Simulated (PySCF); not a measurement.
# H₁₂RhO₆ (+3): NMR shieldings

Wanted: NMR shieldings for H₁₂RhO₆ (+3) (`[OH2]->[Rh+3](<-[OH2])(<-[OH2])(<-[OH2])(<-[OH2])<-[OH2]`).

Computed with PySCF 2.14.0 and routines of our own; the level stands in each step. Atoms count from 0.

## Step 1: The starting structure

19 atoms, charge 3, multiplicity 1; geometry from: GFN2-xTB.

## Step 2: NMR shieldings: PBE0/pcJ-1 Rh:dyall-v2z, spin–orbit

Job settings and geometry (Å):

```
{"job": {"xc": "PBE0", "basis": {"default": "pcJ-1", "Rh": "dyall-v2z"}, "rel": "so", "kind": "hnmr"}, "charge": 3, "multiplicity": 1}
Rh    -0.018650    -0.006080     0.009600
O     -0.055030     0.101630     2.039440
H     -0.200330     0.985710     2.418690
H      0.643620    -0.325020     2.562720
O     -0.143230    -0.176800    -2.029520
H      0.029170    -1.045440    -2.429320
H      0.117700     0.510120    -2.661700
O      2.034840    -0.028640     0.062720
H      2.502560     0.630600     0.602680
H      2.557790    -0.153320    -0.746300
O     -2.050350     0.057890    -0.002750
H     -2.550700    -0.256480     0.769240
H     -2.503250    -0.247380    -0.807470
O     -0.126670     2.034940     0.031260
H     -1.031720     2.390060    -0.025290
H      0.437360     2.598590    -0.523030
O      0.072170    -2.048060     0.016420
H     -0.631920    -2.562050     0.445920
H      0.916630    -2.460280     0.266680
```

Method: PBE0/pcJ-1 Rh:dyall-v2z GIAO NMR shielding, X2C with spin-orbit coupling, screened-nuclear two-electron part, Gaussian nuclei, gas phase.

Command:

```bash
$ OMP_NUM_THREADS=1 python heavy_run.py task.json out
```

One launch serves the whole session: the jobs run in the order shown.

Standard output:

```text
spin-free SCF
coarse grid: 68920 points
cycle   1  E = -5237.0669902774  dE =  4.631e+00  |g| = 3.945e+00  |ddm| = 5.719e+00
cycle   2  E = -5225.7285897909  dE =  1.134e+01  |g| = 1.090e+01  |ddm| = 9.839e+00
cycle   3  E = -5235.7738600792  dE = -1.005e+01  |g| = 5.031e+00  |ddm| = 6.698e+00
cycle   4  E = -5238.4818191156  dE = -2.708e+00  |g| = 3.417e+00  |ddm| = 2.662e+00
cycle   5  E = -5240.6758193148  dE = -2.194e+00  |g| = 4.864e-01  |ddm| = 1.777e+00
cycle   6  E = -5240.6857905914  dE = -9.971e-03  |g| = 4.795e-01  |ddm| = 4.670e-01
cycle   7  E = -5240.7228773389  dE = -3.709e-02  |g| = 4.160e-02  |ddm| = 2.193e-01
cycle   8  E = -5240.7231941440  dE = -3.168e-04  |g| = 2.022e-02  |ddm| = 3.701e-02
cycle   9  E = -5240.7232428701  dE = -4.873e-05  |g| = 1.274e-02  |ddm| = 1.487e-02
cycle  10  E = -5240.7232717485  dE = -2.888e-05  |g| = 3.550e-03  |ddm| = 7.029e-03
cycle  11  E = -5240.7232758545  dE = -4.106e-06  |g| = 1.118e-03  |ddm| = 3.844e-03
final grid: 145936 points
cycle  12  E = -5240.7233350215  dE = -2.187e-06  |g| = 2.135e-03  |ddm| = 2.941e-03
cycle  13  E = -5240.7233349681  dE =  5.337e-08  |g| = 1.754e-03  |ddm| = 1.658e-03
cycle  14  E = -5240.7233353290  dE = -3.610e-07  |g| = 8.346e-04  |ddm| = 1.192e-03
cycle  15  E = -5240.7233354257  dE = -9.664e-08  |g| = 3.666e-04  |ddm| = 5.530e-04
cycle  16  E = -5240.7233354487  dE = -2.298e-08  |g| = 7.234e-05  |ddm| = 1.862e-04
cycle  17  E = -5240.7233354527  dE = -4.053e-09  |g| = 4.814e-05  |ddm| = 1.214e-04
converged SCF energy = -5240.7233354527
two-component SCF
cycle   1  E = -5240.3887203882  dE = -5.240e+03  |FDS-SDF| = 6.321e+01
cycle   2  E = -5241.1374795778  dE = -7.488e-01  |FDS-SDF| = 2.272e-01
cycle   3  E = -5241.1382270212  dE = -7.474e-04  |FDS-SDF| = 1.424e-02
cycle   4  E = -5241.1384998100  dE = -2.728e-04  |FDS-SDF| = 1.035e-02
cycle   5  E = -5241.1386211003  dE = -1.213e-04  |FDS-SDF| = 8.496e-03
cycle   6  E = -5241.1387887850  dE = -1.677e-04  |FDS-SDF| = 5.223e-03
cycle   7  E = -5241.1388214470  dE = -3.266e-05  |FDS-SDF| = 1.097e-03
cycle   8  E = -5241.1388224452  dE = -9.982e-07  |FDS-SDF| = 4.813e-04
cycle   9  E = -5241.1388225809  dE = -1.357e-07  |FDS-SDF| = 1.854e-04
cycle  10  E = -5241.1388226345  dE = -5.357e-08  |FDS-SDF| = 8.775e-05
cycle  11  E = -5241.1388226450  dE = -1.051e-08  |FDS-SDF| = 6.090e-05
converged, E = -5241.1388226450

Field gradients (au) and densities at the nuclei (bohr^-3)
atom        Vxx        Vyy        Vzz        centre      nuclear mean
  0 Rh    -0.0085    -0.1508     0.1594     119224.714     116891.187
  1 O      0.6283     1.1079    -1.7362        310.545        310.535
  2 H     -0.1630    -0.2283     0.3913          0.423          0.423
  3 H     -0.1675    -0.2293     0.3969          0.424          0.424
  4 O      0.6736     1.1645    -1.8381        310.457        310.446
  5 H     -0.1655    -0.2307     0.3962          0.422          0.422
  6 H     -0.1682    -0.2370     0.4052          0.425          0.425
  7 O      0.6267     1.1441    -1.7708        310.505        310.494
  8 H     -0.1647    -0.2307     0.3954          0.424          0.424
  9 H     -0.1663    -0.2318     0.3981          0.424          0.424
 10 O      0.6172     1.0989    -1.7161        310.528        310.518
 11 H     -0.1669    -0.2268     0.3937          0.422          0.422
 12 H     -0.1665    -0.2262     0.3927          0.421          0.421
 13 O      0.6056     1.1105    -1.7161        310.543        310.533
 14 H     -0.1628    -0.2250     0.3878          0.422          0.422
 15 H     -0.1687    -0.2304     0.3991          0.425          0.425
 16 O      0.6157     1.1068    -1.7225        310.539        310.529
 17 H     -0.1656    -0.2307     0.3963          0.424          0.424
 18 H     -0.1657    -0.2279     0.3936          0.424          0.424
without picture change
  0 Rh                           0.1500                    239916.700

Core orbital energies (eV)
atom   shell        mean    spread
  0 Rh 1s       -23102.726   0.000
  0 Rh 2s        -3385.192   0.000
  0 Rh 3s         -628.313   0.000
  0 Rh 4s         -104.440   0.000
  0 Rh 2p1/2     -3132.759   0.000
  0 Rh 2p3/2     -2988.444   0.009
  0 Rh 3p1/2      -529.268   0.000
  0 Rh 3p3/2      -504.111   0.020
  0 Rh 4p1/2       -73.730   0.000
  0 Rh 4p3/2       -69.623   0.059
  0 Rh 3d3/2      -329.176   0.015
  0 Rh 3d5/2      -324.277   0.025

vertical triplet (scalar unrestricted SCF): 2.105 eV

Shielding tensors (ppm)
atom      isotropic    diamagn.    paramagn.     s11        s22        s33       span
  0 Rh   -10909.48     4130.81   -15040.29  -11170.68  -10969.27  -10588.50     582.18
  1 O       461.87      381.96       79.91     305.35     400.56     679.69     374.35
  2 H        28.33       26.25        2.09      17.90      19.96      47.14      29.23
  3 H        28.25       26.42        1.83      18.23      20.42      46.10      27.87
  4 O       466.04      383.29       82.75     310.00     400.59     687.55     377.55
  5 H        28.49       26.47        2.02      18.30      20.17      47.02      28.71
  6 H        28.48       26.78        1.70      18.81      20.54      46.09      27.27
  7 O       468.09      382.97       85.13     308.38     411.77     684.13     375.75
  8 H        28.46       26.76        1.70      18.41      20.47      46.50      28.09
  9 H        28.35       26.73        1.62      18.34      20.24      46.46      28.12
 10 O       458.25      382.21       76.04     303.55     396.91     674.30     370.75
 11 H        27.89       26.20        1.69      17.75      20.11      45.81      28.06
 12 H        28.14       26.11        2.04      17.68      19.91      46.83      29.14
 13 O       455.72      382.26       73.45     302.69     395.62     668.84     366.14
 14 H        28.13       26.25        1.88      17.45      19.81      47.13      29.67
 15 H        28.00       26.67        1.33      18.32      20.37      45.31      26.99
 16 O       459.18      382.00       77.17     304.39     406.21     666.93     362.54
 17 H        28.08       26.31        1.77      17.87      20.10      46.27      28.40
 18 H        28.14       26.40        1.74      17.89      20.17      46.35      28.46
```

Run time: 15 min. Hardware: 1 thread of Intel Xeon 6975P-C, shared host; peak memory 2.6 GiB.

Key values:

```tsv
quantity	value
energy from spin-orbit coupling	-0.4155 Eh
```

## Step 3: NMR shieldings: PBE0/pcJ-1 Rh:dyall-v2z, spin–orbit

Settings changed since step 2:

```diff
@@ -1,2 +1,2 @@
-{"job": {"xc": "PBE0", "basis": {"default": "pcJ-1", "Rh": "dyall-v2z"}, "rel": "so", "kind": "hnmr"}, "charge": 3, "multiplicity": 1}
+{"job": {"xc": "PBE0", "basis": {"default": "pcJ-1", "Rh": "dyall-v2z"}, "rel": "so", "snso": false, "kind": "hnmr"}, "charge": 3, "multiplicity": 1}
 Rh    -0.018650    -0.006080     0.009600
```

Level: PBE0/pcJ-1 Rh:dyall-v2z GIAO NMR shielding, X2C with spin-orbit coupling, one-electron part alone, Gaussian nuclei, gas phase.

Standard output:

```text
spin-free SCF
coarse grid: 68920 points
cycle   1  E = -5237.0669902774  dE =  4.631e+00  |g| = 3.945e+00  |ddm| = 5.719e+00
cycle   2  E = -5225.7285897909  dE =  1.134e+01  |g| = 1.090e+01  |ddm| = 9.839e+00
cycle   3  E = -5235.7738600792  dE = -1.005e+01  |g| = 5.031e+00  |ddm| = 6.698e+00
cycle   4  E = -5238.4818191156  dE = -2.708e+00  |g| = 3.417e+00  |ddm| = 2.662e+00
cycle   5  E = -5240.6758193148  dE = -2.194e+00  |g| = 4.864e-01  |ddm| = 1.777e+00
cycle   6  E = -5240.6857905914  dE = -9.971e-03  |g| = 4.795e-01  |ddm| = 4.670e-01
cycle   7  E = -5240.7228773389  dE = -3.709e-02  |g| = 4.160e-02  |ddm| = 2.193e-01
cycle   8  E = -5240.7231941440  dE = -3.168e-04  |g| = 2.022e-02  |ddm| = 3.701e-02
cycle   9  E = -5240.7232428701  dE = -4.873e-05  |g| = 1.274e-02  |ddm| = 1.487e-02
cycle  10  E = -5240.7232717485  dE = -2.888e-05  |g| = 3.550e-03  |ddm| = 7.029e-03
cycle  11  E = -5240.7232758545  dE = -4.106e-06  |g| = 1.118e-03  |ddm| = 3.844e-03
final grid: 145936 points
cycle  12  E = -5240.7233350215  dE = -2.187e-06  |g| = 2.135e-03  |ddm| = 2.941e-03
cycle  13  E = -5240.7233349681  dE =  5.337e-08  |g| = 1.754e-03  |ddm| = 1.658e-03
cycle  14  E = -5240.7233353290  dE = -3.610e-07  |g| = 8.346e-04  |ddm| = 1.192e-03
cycle  15  E = -5240.7233354257  dE = -9.664e-08  |g| = 3.666e-04  |ddm| = 5.530e-04
cycle  16  E = -5240.7233354487  dE = -2.298e-08  |g| = 7.234e-05  |ddm| = 1.862e-04
cycle  17  E = -5240.7233354527  dE = -4.053e-09  |g| = 4.814e-05  |ddm| = 1.214e-04
converged SCF energy = -5240.7233354527
two-component SCF
cycle   1  E = -5240.3558725776  dE = -5.240e+03  |FDS-SDF| = 6.607e+01
cycle   2  E = -5241.1803940688  dE = -8.245e-01  |FDS-SDF| = 2.391e-01
cycle   3  E = -5241.1815032279  dE = -1.109e-03  |FDS-SDF| = 1.772e-02
cycle   4  E = -5241.1819521244  dE = -4.489e-04  |FDS-SDF| = 1.296e-02
cycle   5  E = -5241.1821603790  dE = -2.083e-04  |FDS-SDF| = 1.082e-02
cycle   6  E = -5241.1824319872  dE = -2.716e-04  |FDS-SDF| = 6.235e-03
cycle   7  E = -5241.1824708912  dE = -3.890e-05  |FDS-SDF| = 1.234e-03
cycle   8  E = -5241.1824720912  dE = -1.200e-06  |FDS-SDF| = 5.842e-04
cycle   9  E = -5241.1824723033  dE = -2.121e-07  |FDS-SDF| = 2.297e-04
cycle  10  E = -5241.1824723800  dE = -7.667e-08  |FDS-SDF| = 1.095e-04
cycle  11  E = -5241.1824723978  dE = -1.782e-08  |FDS-SDF| = 7.546e-05
converged, E = -5241.1824723978

Field gradients (au) and densities at the nuclei (bohr^-3)
atom        Vxx        Vyy        Vzz        centre      nuclear mean
  0 Rh    -0.0083    -0.1482     0.1566     119226.448     116892.925
  1 O      0.6263     1.1087    -1.7350        310.545        310.535
  2 H     -0.1630    -0.2283     0.3913          0.423          0.423
  3 H     -0.1676    -0.2293     0.3969          0.424          0.424
  4 O      0.6715     1.1651    -1.8366        310.457        310.447
  5 H     -0.1656    -0.2307     0.3963          0.422          0.422
  6 H     -0.1682    -0.2370     0.4052          0.425          0.425
  7 O      0.6248     1.1448    -1.7695        310.505        310.495
  8 H     -0.1648    -0.2307     0.3954          0.424          0.424
  9 H     -0.1664    -0.2317     0.3981          0.424          0.424
 10 O      0.6151     1.0997    -1.7148        310.529        310.518
 11 H     -0.1670    -0.2268     0.3938          0.422          0.422
 12 H     -0.1665    -0.2262     0.3927          0.421          0.421
 13 O      0.6037     1.1112    -1.7149        310.543        310.533
 14 H     -0.1628    -0.2250     0.3879          0.422          0.422
 15 H     -0.1687    -0.2304     0.3991          0.425          0.425
 16 O      0.6138     1.1076    -1.7213        310.539        310.529
 17 H     -0.1656    -0.2307     0.3963          0.424          0.424
 18 H     -0.1657    -0.2279     0.3936          0.424          0.424
without picture change
  0 Rh                           0.1471                    239916.143

Core orbital energies (eV)
atom   shell        mean    spread
  0 Rh 1s       -23102.645   0.000
  0 Rh 2s        -3385.170   0.000
  0 Rh 3s         -628.308   0.000
  0 Rh 4s         -104.443   0.000
  0 Rh 2p1/2     -3137.452   0.000
  0 Rh 2p3/2     -2986.282   0.009
  0 Rh 3p1/2      -530.082   0.000
  0 Rh 3p3/2      -503.735   0.019
  0 Rh 4p1/2       -73.888   0.000
  0 Rh 4p3/2       -69.557   0.059
  0 Rh 3d3/2      -330.021   0.014
  0 Rh 3d5/2      -323.720   0.028

Shielding tensors (ppm)
atom      isotropic    diamagn.    paramagn.     s11        s22        s33       span
  0 Rh   -10735.19     4131.34   -14866.52  -10994.22  -10793.38  -10417.96     576.26
  1 O       463.44      381.94       81.50     301.91     401.12     687.30     385.39
  2 H        28.27       26.25        2.02      17.87      19.71      47.22      29.35
  3 H        28.21       26.42        1.79      18.21      20.38      46.04      27.83
  4 O       469.36      383.27       86.09     307.26     404.23     696.59     389.33
  5 H        28.48       26.47        2.01      18.31      20.03      47.09      28.78
  6 H        28.51       26.78        1.73      18.93      20.54      46.07      27.14
  7 O       470.81      382.94       87.87     305.25     414.03     693.15     387.89
  8 H        28.43       26.76        1.67      18.43      20.41      46.44      28.01
  9 H        28.34       26.73        1.61      18.41      20.09      46.51      28.10
 10 O       460.12      382.19       77.93     299.22     400.06     681.10     381.88
 11 H        27.85       26.20        1.65      17.79      19.99      45.76      27.97
 12 H        28.09       26.11        1.99      17.67      19.73      46.87      29.20
 13 O       457.41      382.24       75.17     298.70     397.74     675.80     377.10
 14 H        28.06       26.25        1.81      17.39      19.54      47.23      29.84
 15 H        27.98       26.68        1.30      18.39      20.36      45.18      26.78
 16 O       460.98      381.99       79.00     300.59     408.72     673.64     373.06
 17 H        28.05       26.31        1.74      17.90      20.01      46.25      28.35
 18 H        28.07       26.40        1.67      17.88      19.96      46.37      28.49
```

It took 13 min on 1 thread of Intel Xeon 6975P-C, shared host; peak memory 2.6 GiB.

In short:

```tsv
quantity	value
energy from spin-orbit coupling	-0.4591 Eh
```

## Step 4: NMR shieldings: PBE0/pcJ-1 Rh:dyall-v2z, spin-free

Settings changed since step 3:

```diff
@@ -1,2 +1,2 @@
-{"job": {"xc": "PBE0", "basis": {"default": "pcJ-1", "Rh": "dyall-v2z"}, "rel": "so", "snso": false, "kind": "hnmr"}, "charge": 3, "multiplicity": 1}
+{"job": {"xc": "PBE0", "basis": {"default": "pcJ-1", "Rh": "dyall-v2z"}, "rel": "sf", "kind": "hnmr"}, "charge": 3, "multiplicity": 1}
 Rh    -0.018650    -0.006080     0.009600
```

Level: PBE0/pcJ-1 Rh:dyall-v2z GIAO NMR shielding, spin-free X2C, Gaussian nuclei, gas phase.

Standard output:

```text
spin-free SCF
coarse grid: 68920 points
cycle   1  E = -5237.0669902774  dE =  4.631e+00  |g| = 3.945e+00  |ddm| = 5.719e+00
cycle   2  E = -5225.7285897909  dE =  1.134e+01  |g| = 1.090e+01  |ddm| = 9.839e+00
cycle   3  E = -5235.7738600792  dE = -1.005e+01  |g| = 5.031e+00  |ddm| = 6.698e+00
cycle   4  E = -5238.4818191156  dE = -2.708e+00  |g| = 3.417e+00  |ddm| = 2.662e+00
cycle   5  E = -5240.6758193148  dE = -2.194e+00  |g| = 4.864e-01  |ddm| = 1.777e+00
cycle   6  E = -5240.6857905914  dE = -9.971e-03  |g| = 4.795e-01  |ddm| = 4.670e-01
cycle   7  E = -5240.7228773389  dE = -3.709e-02  |g| = 4.160e-02  |ddm| = 2.193e-01
cycle   8  E = -5240.7231941440  dE = -3.168e-04  |g| = 2.022e-02  |ddm| = 3.701e-02
cycle   9  E = -5240.7232428701  dE = -4.873e-05  |g| = 1.274e-02  |ddm| = 1.487e-02
cycle  10  E = -5240.7232717485  dE = -2.888e-05  |g| = 3.550e-03  |ddm| = 7.029e-03
cycle  11  E = -5240.7232758545  dE = -4.106e-06  |g| = 1.118e-03  |ddm| = 3.844e-03
final grid: 145936 points
cycle  12  E = -5240.7233350215  dE = -2.187e-06  |g| = 2.135e-03  |ddm| = 2.941e-03
cycle  13  E = -5240.7233349681  dE =  5.337e-08  |g| = 1.754e-03  |ddm| = 1.658e-03
cycle  14  E = -5240.7233353290  dE = -3.610e-07  |g| = 8.346e-04  |ddm| = 1.192e-03
cycle  15  E = -5240.7233354257  dE = -9.664e-08  |g| = 3.666e-04  |ddm| = 5.530e-04
cycle  16  E = -5240.7233354487  dE = -2.298e-08  |g| = 7.234e-05  |ddm| = 1.862e-04
cycle  17  E = -5240.7233354527  dE = -4.053e-09  |g| = 4.814e-05  |ddm| = 1.214e-04
converged SCF energy = -5240.7233354527
check of the scalar solution
cycle   1  E = -5240.7233354527  dE = -5.241e+03  |FDS-SDF| = 4.814e-05
cycle   2  E = -5240.7233354537  dE = -1.024e-09  |FDS-SDF| = 6.024e-05
converged, E = -5240.7233354537

Field gradients (au) and densities at the nuclei (bohr^-3)
atom        Vxx        Vyy        Vzz        centre      nuclear mean
  0 Rh    -0.0087    -0.1548     0.1635     119189.038     116855.466
  1 O      0.6314     1.1067    -1.7380        310.545        310.535
  2 H     -0.1630    -0.2283     0.3913          0.423          0.423
  3 H     -0.1675    -0.2293     0.3968          0.424          0.424
  4 O      0.6767     1.1637    -1.8404        310.456        310.446
  5 H     -0.1655    -0.2307     0.3962          0.422          0.422
  6 H     -0.1682    -0.2370     0.4052          0.425          0.425
  7 O      0.6296     1.1431    -1.7727        310.504        310.494
  8 H     -0.1647    -0.2307     0.3954          0.424          0.424
  9 H     -0.1663    -0.2318     0.3981          0.424          0.424
 10 O      0.6204     1.0977    -1.7181        310.528        310.518
 11 H     -0.1669    -0.2268     0.3937          0.422          0.422
 12 H     -0.1664    -0.2262     0.3927          0.421          0.421
 13 O      0.6085     1.1094    -1.7178        310.543        310.533
 14 H     -0.1628    -0.2250     0.3878          0.422          0.422
 15 H     -0.1687    -0.2304     0.3991          0.425          0.425
 16 O      0.6187     1.1056    -1.7243        310.539        310.529
 17 H     -0.1656    -0.2307     0.3963          0.424          0.424
 18 H     -0.1656    -0.2279     0.3935          0.424          0.424
without picture change
  0 Rh                           0.1545                    239921.795

Core orbital energies (eV)
atom   shell        mean    spread
  0 Rh 1s       -23103.448   0.000
  0 Rh 2s        -3385.349   0.000
  0 Rh 3s         -628.353   0.000
  0 Rh 4s         -104.438   0.000
  0 Rh 2p        -3035.175   0.015
  0 Rh 3p         -512.269   0.034
  0 Rh 4p          -70.942   0.101
  0 Rh 3d         -326.252   0.022

Shielding tensors (ppm)
atom      isotropic    diamagn.    paramagn.     s11        s22        s33       span
  0 Rh   -12006.00     4432.10   -16438.10  -12264.26  -12070.61  -11683.13     581.13
  1 O       439.45      384.29       55.16     296.84     384.52     636.98     340.14
  2 H        28.53       26.24        2.29      17.70      21.29      46.60      28.90
  3 H        28.27       26.41        1.86      17.91      21.02      45.89      27.98
  4 O       437.29      385.64       51.65     301.92     371.48     638.47     336.55
  5 H        28.48       26.47        2.01      17.97      20.97      46.49      28.52
  6 H        28.20       26.78        1.42      18.13      20.73      45.74      27.61
  7 O       441.64      385.30       56.33     300.06     388.61     636.24     336.17
  8 H        28.48       26.75        1.73      18.04      21.03      46.37      28.33
  9 H        28.30       26.72        1.58      17.86      21.07      45.98      28.12
 10 O       435.09      384.55       50.54     297.34     373.81     634.12     336.78
 11 H        27.97       26.19        1.78      17.38      20.89      45.63      28.26
 12 H        28.25       26.10        2.14      17.43      20.93      46.37      28.94
 13 O       433.47      384.59       48.87     295.90     375.98     628.53     332.63
 14 H        28.36       26.24        2.12      17.37      21.18      46.55      29.18
 15 H        27.97       26.67        1.30      17.77      20.78      45.36      27.60
 16 O       436.45      384.33       52.11     297.46     384.21     627.67     330.21
 17 H        28.09       26.30        1.78      17.51      20.77      45.98      28.47
 18 H        28.32       26.39        1.93      17.67      21.28      46.02      28.35
```

It took 3.8 min on 1 thread of Intel Xeon 6975P-C, shared host; peak memory 2.1 GiB.

## Step 5: Shieldings side by side

```tsv
run	Rh0	O4	O7	O10	O16	O1	O13	time
step 2, PBE0/pcJ-1 Rh:dyall-v2z, spin–orbit	-10909.5	466.0	468.1	458.3	459.2	461.9	455.7	15 min
step 3, PBE0/pcJ-1 Rh:dyall-v2z, spin–orbit (one-electron part alone)	-10735.2	469.4	470.8	460.1	461.0	463.4	457.4	13 min
step 4, PBE0/pcJ-1 Rh:dyall-v2z, spin-free	-12006.0	437.3	441.6	435.1	436.4	439.4	433.5	3.8 min
```

## Step 6: Results

```
                                                                                               quantity                                                                            value
                          energy from spin-orbit coupling (step 2, PBE0/pcJ-1 Rh:dyall-v2z, spin–orbit)                                                                       -0.4155 Eh
                                               shieldings (step 2, PBE0/pcJ-1 Rh:dyall-v2z, spin–orbit)  Rh0 -10909.5, O1 461.9, O4 466.0, O7 468.1, O10 458.3, O13 455.7, O16 459.2 ppm
energy from spin-orbit coupling (step 3, PBE0/pcJ-1 Rh:dyall-v2z, spin–orbit (one-electron part alone))                                                                       -0.4591 Eh
                     shieldings (step 3, PBE0/pcJ-1 Rh:dyall-v2z, spin–orbit (one-electron part alone))  Rh0 -10735.2, O1 463.4, O4 469.4, O7 470.8, O10 460.1, O13 457.4, O16 461.0 ppm
                                                shieldings (step 4, PBE0/pcJ-1 Rh:dyall-v2z, spin-free)  Rh0 -12006.0, O1 439.4, O4 437.3, O7 441.6, O10 435.1, O13 433.5, O16 436.4 ppm
```

**Reading.** In step 2, Rh0 has the widest tensor, 582 ppm. Rh0 moves most between the runs, by 1271 ppm; the labels say what changes from run to run. The geometry comes from tight binding, which is rough for metal atoms, and these values hang on it.
